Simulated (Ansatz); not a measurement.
# CoH9O6: the cost of one run

Program: Ansatz 0.2.0, Gaussian basis. Level of theory: RKS PBE0-D4/def2-TZVP. These are calculated values, not measurements.

The runs, in order: a single point at PBE0-D4/def2-TZVP.

2 further runs of the same task are left out: 2 set aside as unsound or not needed. Runs told in other sessions of the task aren't counted.

## Step 1: The geometry

The singlet was relaxed beforehand with PBE0-D4/def2-SVP.

16 atoms, charge 0, spin multiplicity 1.

Atoms are counted from 1 here; the program's logs count them from 0.

Bond lengths: Co1–O2 1.865 Å, Co1–O3 1.896 Å, Co1–O4 1.821 Å, Co1–O5 2.017 Å, Co1–O6 1.950 Å, Co1–O7 1.948 Å, O2–H8 0.964 Å, O3–H9 0.963 Å, O4–H10 0.964 Å, O5–H11 0.965 Å, O5–H12 0.998 Å, O6–H13 1.029 Å, O6–H14 0.968 Å, O7–H15 0.988 Å, O7–H16 0.998 Å. Angles: O2–Co1–O3 170.9°, O2–Co1–O4 94.1°, O2–Co1–O5 94.8°, O2–Co1–O6 76.8°, O2–Co1–O7 101.1°, O3–Co1–O4 94.8°, O3–Co1–O5 76.2°, O3–Co1–O6 103.7°, O3–Co1–O7 79.1°, O4–Co1–O5 171.0°, O4–Co1–O6 95.5°, O4–Co1–O7 80.8°, O5–Co1–O6 87.4°, O5–Co1–O7 96.5°, O6–Co1–O7 175.7°, Co1–O2–H8 109.4°, Co1–O3–H9 111.8°, Co1–O4–H10 109.2° and more.

No spin-orbit coupling is included.

Bonds by kind at the end (by distance):

| bond | count | shortest (Å) | longest (Å) |
| --- | --- | --- | --- |
| Co–O | 6 | 1.821 | 2.017 |
| H–O | 9 | 0.963 | 1.029 |

## Step 2: Single point, PBE0-D4/def2-TZVP

start.molden holds the orbitals of an earlier run on this state, given as this run's starting guess.

in.yaml reads:

```yaml
crystal:
  periodic: [false, false, false]
  atoms:
    - {symbol: Co, position_ang: [0.059535, 0.004370, 0.045408]}
    - {symbol: O, position_ang: [0.056796, 0.391905, 1.869543]}
    - {symbol: O, position_ang: [-0.236768, -0.392361, -1.784869]}
    - {symbol: O, position_ang: [1.861665, -0.241036, -0.034249]}
    - {symbol: O, position_ang: [-1.938715, 0.179706, -0.168041]}
    - {symbol: O, position_ang: [0.136992, 1.952635, 0.087743]}
    - {symbol: O, position_ang: [0.109365, -1.943087, 0.077107]}
    - {symbol: H, position_ang: [0.845456, 0.016906, 2.278058]}
    - {symbol: H, position_ang: [0.440464, -0.004632, -2.348613]}
    - {symbol: H, position_ang: [2.293643, 0.395936, 0.545627]}
    - {symbol: H, position_ang: [-2.403670, -0.563048, 0.236447]}
    - {symbol: H, position_ang: [-1.746871, -0.051545, -1.120009]}
    - {symbol: H, position_ang: [0.162887, 1.735754, 1.092817]}
    - {symbol: H, position_ang: [-0.763578, 2.265145, -0.077799]}
    - {symbol: H, position_ang: [1.084992, -1.872532, 0.216269]}
    - {symbol: H, position_ang: [0.037796, -1.874115, -0.915450]}
basis:
  gaussian: {orbitals: def2-TZVP, initial_orbitals: start.molden}
hamiltonian: {xc: pbe0, dispersion: d4}
scf: {omitted_lower_state_checks: [starts]}
output: {orbitals: {seedname: orbitals}}
```

Started as:

```
> ansatz run in.yaml --threads 4 --pin off --events-out ev --progress --plain --max-ram 4787MiB
```

**Question.** How long does this run take on 4 threads of Arm Neoverse V2, shared host, and how much memory does it need?

About 6.5 s, with a peak of 1.1 GiB.
